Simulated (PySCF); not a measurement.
# GeFCl: relaxation and vibrations of the singlet

Where does singlet GeFCl go from a bent start, is the end point a minimum, and what are its modes, charges and moments?

The runs use PySCF 2.14.0; PBE0, basis Ge def2-TZVP, F def2-TZVP, Cl def2-TZVP, no relativity, density fitting.

### Step 1. The system as given

3 atoms, charge 0, spin multiplicity 1.

Bond lengths: Ge1–F2 1.850 Å, Ge1–Cl3 2.200 Å. Angles: F2–Ge1–Cl3 110.0°.

```xyz
3
charge 0 multiplicity 1
Ge    0.0000    0.0000    0.0000
F    -1.5154    0.0000    1.0611
Cl    1.8021    0.0000    1.2619
```

### Step 2. Finding the electronic state

The steps below are one call of a driver around PySCF. For each, scf.py gives the equivalent set-up of the SCF; relaxations use the driver's own optimiser. After this first run the driver tries any further starts and a stability analysis.

scf.py

```python
from pyscf import gto, scf, dft
mol = gto.M(atom='''
Ge     0.000000     0.000000     0.000000
F     -1.515400     0.000000     1.061100
Cl     1.802100     0.000000     1.261900''',
    basis={'Ge': 'def2-TZVP', 'F': 'def2-TZVP', 'Cl': 'def2-TZVP'},
    charge=0, spin=0)
mf = dft.RKS(mol, xc='PBE0')
mf.grids.atom_grid = (50, 194)
aux = {'Ge': 'def2-universal-JKFIT', 'F': 'def2-universal-JKFIT', 'Cl': 'def2-universal-JKFIT'}
mf = mf.density_fit(auxbasis=aux)
mf.conv_tol = 1e-08
mf.diis_space = 10
mf.max_cycle = 60
mf.init_guess = 'minao'
mf.verbose = 4
mf.kernel()
```

On the command line:

```console
$ OMP_NUM_THREADS=4 python axn.py task.json out
```

The program printed:

```text
init E= -2635.99226530333
  HOMO = -0.287757028149045  LUMO = -0.100478187884711  gap/eV = 5.09612
cycle= 1 E= -2636.53582584432  delta_E= -0.544  |g|= 0.945  |ddm|= 1.57
  HOMO = -0.231092994356331  LUMO = -0.138624628820352  gap/eV = 2.51619
cycle= 2 E= -2635.82908824257  delta_E= 0.707  |g|= 2.25  |ddm|= 1.65
  HOMO = -0.305705165634096  LUMO = -0.119732719281316  gap/eV = 5.06057
cycle= 3 E= -2636.65396276604  delta_E= -0.825  |g|= 0.347  |ddm|= 1.15
  HOMO = -0.307417184577989  LUMO = -0.110850566167528  gap/eV = 5.34885
cycle= 4 E= -2636.67183001542  delta_E= -0.0179  |g|= 0.0981  |ddm|= 0.262
  HOMO = -0.310342741819449  LUMO = -0.114663350018901  gap/eV = 5.32471
cycle= 5 E= -2636.67323584853  delta_E= -0.00141  |g|= 0.0265  |ddm|= 0.0784
  HOMO = -0.310013865622445  LUMO = -0.112800198278741  gap/eV = 5.36646
cycle= 6 E= -2636.67338376743  delta_E= -0.000148  |g|= 0.00886  |ddm|= 0.0232
  HOMO = -0.309604497480916  LUMO = -0.11261286345011  gap/eV = 5.36042
cycle= 7 E= -2636.6734029287  delta_E= -1.92e-05  |g|= 0.000752  |ddm|= 0.00754
  HOMO = -0.309726029442073  LUMO = -0.112686188193415  gap/eV = 5.36173
cycle= 8 E= -2636.67340306182  delta_E= -1.33e-07  |g|= 0.000337  |ddm|= 0.00104
  HOMO = -0.30970275743218  LUMO = -0.112670870524063  gap/eV = 5.36151
cycle= 9 E= -2636.67340308579  delta_E= -2.4e-08  |g|= 8.63e-05  |ddm|= 0.000289
  HOMO = -0.309700685053616  LUMO = -0.11267316162872  gap/eV = 5.36139
cycle= 10 E= -2636.6734030874  delta_E= -1.61e-09  |g|= 1.23e-05  |ddm|= 7.05e-05
  HOMO = -0.309700213526082  LUMO = -0.112673627620467  gap/eV = 5.36137
Extra cycle  E= -2636.67340308737  delta_E= 2.82e-11  |g|= 2.01e-05  |ddm|= 2.49e-05
converged SCF energy = -2636.67340308737
```

This step, with its further starts and checks, took 6.4 s on 4 threads of Arm Neoverse V1, shared host.

The starts that the driver tried:

```tsv
start	energy (Eh)
the minimal-basis guess	-2636.673403
a thermally smeared density	-2636.673403
a smeared PBE density	-2636.673403
```

No lower closed-shell solution turned up from the other starts or in the test of internal stability.

### Step 3. Relaxing the singlet from the bent start

The program finds Cs symmetry in the start, which this walk keeps.

scf.py: that of step 2 with these lines changed.

```diff
@@ -3,3 +3,3 @@
-Ge     0.000000     0.000000     0.000000
-F     -1.515400     0.000000     1.061100
-Cl     1.802100     0.000000     1.261900''',
+Ge    -0.267633     0.000000    -0.502676
+F     -1.783033     0.000000     0.558424
+Cl     1.534467     0.000000     0.759224''',
@@ -15 +14,0 @@
-mf.init_guess = 'minao'
```

Steps of the walk:

```tsv
step	energy (Eh)	change (kJ/mol)	largest symmetric gradient (Eh/bohr)
0	-2636.673403	0.00	0.03524
1	-2636.680456	-18.52	0.00818
2	-2636.681106	-20.22	0.00229
3	-2636.681137	-20.31	0.00128
4	-2636.681142	-20.32	0.00042
5	-2636.681143	-20.32	0.00002
```

The walk took 6.1 s.

Geometry (Å) and forces (eV/Å) at some steps:

```
step 0
Ge  -0.268   0.000  -0.503  -1.355   0.000   0.585
F   -1.783   0.000   0.558   1.813   0.000  -0.721
Cl   1.534   0.000   0.759  -0.458   0.000   0.136
step 1
Ge  -0.303   0.000  -0.555  -0.131   0.000   0.096
F   -1.650   0.000   0.582   0.422   0.000  -0.073
Cl   1.436   0.000   0.788  -0.291   0.000  -0.023
step 3
Ge  -0.306   0.000  -0.581   0.058   0.000  -0.066
F   -1.593   0.000   0.599  -0.051   0.000   0.063
Cl   1.383   0.000   0.798  -0.007   0.000   0.003
step 5
Ge  -0.305   0.000  -0.584   0.000   0.000   0.001
F   -1.592   0.000   0.600   0.000   0.000   0.002
Cl   1.381   0.000   0.798   0.000   0.000  -0.003
```

It settles in Cs symmetry, 20.3 kJ/mol below the start, after 5 steps: Ge–Cl 2.180 Å, Ge–F 1.749 Å; Cl–Ge–F 98.1°.

### Step 4. Is it a minimum? Harmonic modes

The point is checked on the finer grid, and tightened if its gradient asks for it. The Hessian and the dipole derivatives come from central differences of analytic gradients, with steps of 0.02 bohr.

scf.py: that of step 3 with these lines changed.

```diff
@@ -3,3 +3,3 @@
-Ge    -0.267633     0.000000    -0.502676
-F     -1.783033     0.000000     0.558424
-Cl     1.534467     0.000000     0.759224''',
+Ge    -0.269767     0.000000    -0.551047
+F     -1.559771     0.000000     0.628754
+Cl     1.419315     0.000000     0.826904''',
@@ -9 +9 @@
-mf.grids.atom_grid = (50, 194)
+mf.grids.atom_grid = (75, 302)
@@ -12 +12 @@
-mf.conv_tol = 1e-08
+mf.conv_tol = 1e-10
```

This SCF starts from the last density.

SCF at the final geometry:

```text
init E= -2636.68096333966
  HOMO = -0.310115389066676  LUMO = -0.104569628818467  gap/eV = 5.59319
cycle= 1 E= -2636.68096333966  delta_E= -2.27e-12  |g|= 2.65e-06  |ddm|= 2.77e-06
  HOMO = -0.310115486389864  LUMO = -0.104569891781232  gap/eV = 5.59318
Extra cycle  E= -2636.68096333965  delta_E= 1e-11  |g|= 3.55e-06  |ddm|= 3.69e-06
converged SCF energy = -2636.68096333965
```

The whole step took 23 s.

Geometry: Cs; Ge–Cl 2.180 Å, Ge–F 1.748 Å; Cl–Ge–F 98.3°.

Harmonic modes (main isotopes):

```tsv
symmetry	ω (cm⁻¹)	IR (km/mol)	type
a'	208	5.4	bend
a'	404	96.3	stretch
a'	674	113	stretch
```

All wavenumbers are real: a minimum.

Properties at this point:

| Quantity | Value |
| --- | --- |
| Dipole moment | 2.25 D |
| Highest occupied level | -8.44 eV |
| Lowest empty level | -2.85 eV |
| Rotational constants | 0.419, 0.1242, 0.09583 cm⁻¹ |
| Zero-point energy | 7.7 kJ/mol |
| Principal polarisabilities | 31.0, 34.4, 54.3 bohr³ |
| Atomisation energy without zero-point energy | 925 kJ/mol |
| Principal traceless quadrupole moments about the centre of mass | -5.31, 0.35, 4.97 D Å |
| Entropy at 298.15 K and 1 bar | 289.2 J/(mol K) |
| Heat capacity Cp at 298.15 K | 50.7 J/(mol K) |
| Enthalpy at 298.15 K above 0 K | 12.48 kJ/mol |
| Rotational symmetry number | 1 |

Populations by atom (charges in e):

```json
{"atom": "Ge1", "Mulliken": "0.67", "Löwdin": "0.14", "polar tensor": "1.19", "Mayer order to Ge1": "–"}
{"atom": "F2", "Mulliken": "-0.36", "Löwdin": "-0.18", "polar tensor": "-0.61", "Mayer order to Ge1": "0.96"}
{"atom": "Cl3", "Mulliken": "-0.31", "Löwdin": "0.05", "polar tensor": "-0.58", "Mayer order to Ge1": "1.09"}
```

Outer orbital energies (eV). occupied: -22.91, -15.17, -12.19, -11.96, -11.69, -9.61, -9.40, -8.44; empty: -2.85, -0.15, 0.39, 4.97.

Mulliken populations on Ge1: s 7.88, p 13.16, d 10.22, f 0.06.

### Step 5. Would spin polarisation lower it?

At the lowest minimum the closed shell is tested against spin polarisation, on the (50, 194) grid. It is stable.

### Step 6. Summary of results

| quantity | value |
| --- | --- |
| minimum | singlet, Cs |
| geometry | Ge–Cl 2.180 Å, Ge–F 1.748 Å; Cl–Ge–F 98.3° |
| wavenumbers (cm⁻¹) | 208 (a'), 404 (a'), 674 (a') |
| dipole moment | 2.25 D |
| highest occupied, lowest empty level | -8.44, -2.85 eV |
| polar-tensor charge of Ge1 | +1.19 e |
| zero-point energy | 7.7 kJ/mol |
| entropy at 298.15 K | 289.2 J/(mol K) |
| atomisation energy (no zero-point energy) | 925 kJ/mol |

**Reading.** The bent start keeps its Cs symmetry and ends in a minimum. In the infrared the band at 674 cm⁻¹ (a', stretch) leads. Only this shape and spin were tried, so other structures or states may lie lower.

The search up to here took 38 s on 4 threads of Arm Neoverse V1, shared host.
